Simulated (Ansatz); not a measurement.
**BClH3NO: vertical ionisation energy**

One table from this session's results is given with a row withheld; the runs are named, their logs left out.

Program: Ansatz 0.2.0, Gaussian basis. Level of theory: unrestricted cation, the program's frozen cores in correlated methods. These are calculated values, not measurements.

Plan: UKS PBE-D4/def2-TZVPP; UKS r2SCAN-D4/def2-TZVPP; UKS PBE0-D4/def2-TZVPP; UKS B3LYP-D4/def2-TZVPP; UKS wB97X-V/def2-TZVPP; UKS wB97M-V/def2-TZVPP; UKS B2PLYP/def2-TZVPP; UHF-CCSD(T)/def2-TZVPP; UHF-MP2/def2-QZVPP; extrapolation to the limit; then −ε(HOMO) from the neutral's earlier runs with LDA (SPW92), PBE-D4, revPBE-D4, BLYP-D4, r2SCAN-D4, B97M-V, PBE0-D4, B3LYP-D4, r2SCANh-D4, r2SCAN0-D4, HSE06-D4, BHLYP-D4, CAM-B3LYP-D4, LC-ωPBE, ωB97X-V, ωB97M-V.

## The geometry

An earlier PBE0-D4 in a triple-zeta def2 set relaxation fixed the geometry.

7 atoms, charge 0, spin multiplicity 1.

Atoms are counted from 1 here; the program's logs count them from 0.

Bond lengths: N1–B2 1.393 Å, N1–H5 1.002 Å, N1–H6 1.005 Å, B2–O3 1.360 Å, B2–Cl4 1.788 Å, O3–H7 0.959 Å. Angles: B2–N1–H5 122.9°, B2–N1–H6 121.7°, H5–N1–H6 115.4°, N1–B2–O3 120.7°, N1–B2–Cl4 119.3°, O3–B2–Cl4 120.0°, B2–O3–H7 113.0°.

The first run:

in.yaml reads:

```yaml
crystal:
  periodic: [false, false, false]
  atoms:
    - {symbol: N, position_ang: [-0.520071, 0.976202, -0.014398]}
    - {symbol: B, position_ang: [0.060936, -0.288149, -0.083322]}
    - {symbol: O, position_ang: [1.096955, -0.622560, 0.732371]}
    - {symbol: Cl, position_ang: [-0.570041, -1.477072, -1.260417]}
    - {symbol: H, position_ang: [-1.284223, 1.257259, -0.599127]}
    - {symbol: H, position_ang: [-0.194348, 1.671720, 0.633394]}
    - {symbol: H, position_ang: [1.410792, -1.517411, 0.591488]}
basis:
  gaussian: {orbitals: def2-TZVPP}
total_charge: 1
magnetization: {spin_polarized: true, initial_magnetization: 1}
hamiltonian: {xc: pbe, dispersion: d4}
```

Steps of the session up to this table: Cation, UKS PBE-D4/def2-TZVPP; Cation, UKS r2SCAN-D4/def2-TZVPP; Cation, UKS PBE0-D4/def2-TZVPP; Cation, UKS B3LYP-D4/def2-TZVPP; Cation, UKS wB97X-V/def2-TZVPP; Cation, UKS wB97M-V/def2-TZVPP; Cation, UKS B2PLYP (frozen core)/def2-TZVPP; Cation, UHF-CCSD(T)/def2-TZVPP; Cation, UHF-MP2/def2-QZVPP.

One table of the session follows, with a row left open; its other results are not shown here.

It belongs to the step «Ionisation energies side by side». Orbital estimates, from the neutral's runs:

| functional | −ε(HOMO) (eV) |
| --- | --- |
| LDA (SPW92) | 6.80 |
| PBE-D4 | 6.62 |
| revPBE-D4 | 6.55 |
| BLYP-D4 | 6.49 |
| r2SCAN-D4 | 6.94 |
| B97M-V | 7.00 |
| PBE0-D4 | 8.09 |
| B3LYP-D4 | 7.83 |
| r2SCANh-D4 | ? |
| r2SCAN0-D4 | 8.31 |
| HSE06-D4 | 7.68 |
| BHLYP-D4 | 9.45 |
| CAM-B3LYP-D4 | 9.53 |
| LC-ωPBE | 10.97 |
| ωB97X-V | 10.56 |
| ωB97M-V | 10.45 |

Q: Estimate the row for r2SCANh-D4 from the others.

Worked estimate for «−ε(HOMO) (eV)». Against the share of exact exchange, r2SCAN-D4 (0, 6.94), r2SCAN0-D4 (0.25, 8.31) give a slope of 5.48 per unit share; at 0.1 the line stands at 7.49.

As computed: −ε(HOMO) (eV): 7.49. In «−ε(HOMO) (eV)» the line misses by 0.00.

Caveats from the session: The cation may have settled in a state other than its lowest; no search over hole states beyond the program's own was made.
